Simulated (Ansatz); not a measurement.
# C2H6Ga (SMILES C[Ga]C): UCAM-B3LYP/6-31G(d) (spherical functions)

Aim: the vertical ionisation energy of C2H6Ga at UCAM-B3LYP/6-31G* (spherical functions), from 2 runs. 

The results are computed with Ansatz 0.2.0.

70 further runs of the same task are left out: 1 that didn't finish, 69 set aside as unsound or not needed.

**1. The system as given**

C2H6Ga: 9 atoms, total charge 0, spin state doublet. SMILES: `C[Ga]C`. The coordinates come from a PBE0-D4/def2-TZVP relaxation.

Bond lengths: C1–Ga2 1.998 Å, Ga2–C3 1.998 Å, C1–H4 1.095 Å, C1–H5 1.095 Å, C1–H6 1.089 Å, C3–H7 1.089 Å, C3–H8 1.095 Å, C3–H9 1.095 Å. Some angles: C1–Ga2–C3 118.1°, Ga2–C1–H4 108.6°, Ga2–C1–H5 108.9°, Ga2–C1–H6 113.3°, Ga2–C3–H7 113.3°, Ga2–C3–H8 108.8°, Ga2–C3–H9 108.7°, H4–C1–H5 107.9°, H4–C1–H6 109.0°, H5–C1–H6 109.1°.

**2. The energy at UCAM-B3LYP/6-31G(d) (spherical functions)**

molecule.yaml reads:

```yaml
crystal:
  periodic: [false, false, false]
  atoms:
    - symbol: C
      position_ang: [-1.246620, 1.163020, 0.175280]
    - symbol: Ga
      position_ang: [0.456630, 0.385560, 0.873010]
    - symbol: C
      position_ang: [1.273950, -1.139610, -0.126050]
    - symbol: H
      position_ang: [-2.014290, 0.382510, 0.177460]
    - symbol: H
      position_ang: [-1.092470, 1.479700, -0.861100]
    - symbol: H
      position_ang: [-1.602690, 2.011340, 0.758180]
    - symbol: H
      position_ang: [2.201980, -1.496820, 0.318200]
    - symbol: H
      position_ang: [1.469380, -0.822030, -1.155250]
    - symbol: H
      position_ang: [0.554120, -1.963680, -0.159730]
basis:
  gaussian:
    orbitals: 6-31G_st_-spherical.json
magnetization:
  spin_polarized: true
  initial_magnetization: 1
hamiltonian:
  xc: {name: CAM-B3LYP}
accuracy: high
output: {orbitals: {seedname: orbitals}}
```

The basis set 6-31G* is read from a file made from the Basis Set Exchange's data (not shown).

Started as:

```sh
$ ansatz run molecule.yaml --threads 1 --pin off --max-ram 3480MiB --events-out events.jsonl --progress --plain --runs-dir runs
```

Output:

```text
Warning: RAYON_NUM_THREADS=1 ignored (pool sized by the plan → 1); use --threads N
Functional definition: CAM-B3LYP
  name "CAM-B3LYP"
  parameter alpha = 0.19
  parameter beta = 0.46
  parameter omega = 0.33/bohr
  parameter ac = 0.81
  exchange = (1 - alpha - beta)*b88_x + beta*b88_x_sr(omega) + alpha*exact_x + beta*exact_x_lr(omega)
  correlation = (1 - ac)*vwn5_c + ac*lyp_c
1662 factors; integrals over basis functions are off by at most 4.7e-9 eV
406 factors; integrals over basis functions are off by at most 2.4e-9 eV
mean field evaluation 1: about -54536.7244 eV, gradient 3.6e1 eV
mean field evaluation 2: about -54537.2153 eV, gradient 3.5e1 eV
mean field evaluation 4: about -54542.9094 eV, gradient 1.4e0 eV
mean field evaluation 8: about -54543.0358 eV, gradient 3.3e-2 eV
mean field evaluation 16: about -54543.0359 eV, gradient 1.3e-4 eV
mean field -54543.03585844 eV, -2004.4195972002 hartree, gradient 7.5e-8 eV, S^2 0.752510; 0 other end points of the search recorded, 0 dependent functions left out
reference -54543.03587764 eV, -2004.4195979058 hartree; 25, 24 occupied and 47, 48 virtual orbitals, 1662 factors
Total energy: -54543.03587764 eV, -2004.4195979058 hartree
```

Wall time 14 s (1 thread of Arm Neoverse V2, shared host); peak memory 0.39 GiB.

**3. The singlet cation**

input.yaml reads:

```yaml
crystal:
  periodic: [false, false, false]
  atoms:
    - {symbol: C, position_ang: [-1.246620, 1.163020, 0.175280]}
    - {symbol: Ga, position_ang: [0.456630, 0.385560, 0.873010]}
    - {symbol: C, position_ang: [1.273950, -1.139610, -0.126050]}
    - {symbol: H, position_ang: [-2.014290, 0.382510, 0.177460]}
    - {symbol: H, position_ang: [-1.092470, 1.479700, -0.861100]}
    - {symbol: H, position_ang: [-1.602690, 2.011340, 0.758180]}
    - {symbol: H, position_ang: [2.201980, -1.496820, 0.318200]}
    - {symbol: H, position_ang: [1.469380, -0.822030, -1.155250]}
    - {symbol: H, position_ang: [0.554120, -1.963680, -0.159730]}
basis:
  gaussian:
    orbitals: 6-31G_st_-spherical.json
accuracy: high
output: {orbitals: {seedname: orbitals}}
magnetization:
  spin_polarized: false
  initial_magnetization: 0
hamiltonian:
  xc: {name: CAM-B3LYP}
total_charge: 1
```

The basis set 6-31G* is read from a file made from the Basis Set Exchange's data (not shown).

Started as:

```sh
$ ansatz run input.yaml --threads 1 --pin off --max-ram 3480MiB --events-out events.jsonl --progress --plain --runs-dir runs
```

Output:

```text
Warning: RAYON_NUM_THREADS=1 ignored (pool sized by the plan → 1); use --threads N
[... 8 set-up lines as earlier in the session ...]
1662 factors; integrals over basis functions are off by at most 4.7e-9 eV
408 factors; integrals over basis functions are off by at most 2.0e-9 eV
mean field evaluation 1: about -54524.0686 eV, gradient 7.0e1 eV
mean field evaluation 2: about -54523.3530 eV, gradient 7.0e1 eV
mean field evaluation 4: about -54535.8826 eV, gradient 3.0e0 eV
mean field evaluation 8: about -54536.0076 eV, gradient 8.6e-2 eV
mean field evaluation 16: about -54536.0076 eV, gradient 1.1e-5 eV
mean field -54536.00760990 eV, -2004.1613138301 hartree, gradient 4.1e-8 eV, S^2 0.000000; 0 other end points of the search recorded, 0 dependent functions left out
reference -54536.00762870 eV, -2004.1613145210 hartree; 24, 24 occupied and 48, 48 virtual orbitals, 1662 factors
Total energy: -54536.00762870 eV, -2004.1613145210 hartree
```

Run time: 6.9 s. Hardware: 1 thread of Arm Neoverse V2, shared host; peak memory 0.26 GiB.

**4. What came out**

Level: UCAM-B3LYP/6-31G* (spherical functions).

| quantity | value |
| --- | --- |
| doublet C2H6Ga: total energy | -2004.41960 Eh |
| doublet C2H6Ga: HOMO energy (highest over α and β) | -5.98 eV |
| doublet C2H6Ga: LUMO energy (lowest over α and β) | -0.91 eV |
| doublet C2H6Ga: ⟨S²⟩ | 0.753 |
| singlet cation: total energy | -2004.16131 Eh |
| singlet cation: HOMO energy | -14.86 eV |
| singlet cation: LUMO energy | -8.04 eV |
| singlet cation: HOMO–LUMO gap | 6.82 eV |
| vertical ionisation energy (to the singlet cation) | 7.028 eV |

What this shows: The vertical ionisation energy comes to 7.03 eV (162 kcal/mol). Only the singlet of the ionised species was computed; a triplet could lie lower.
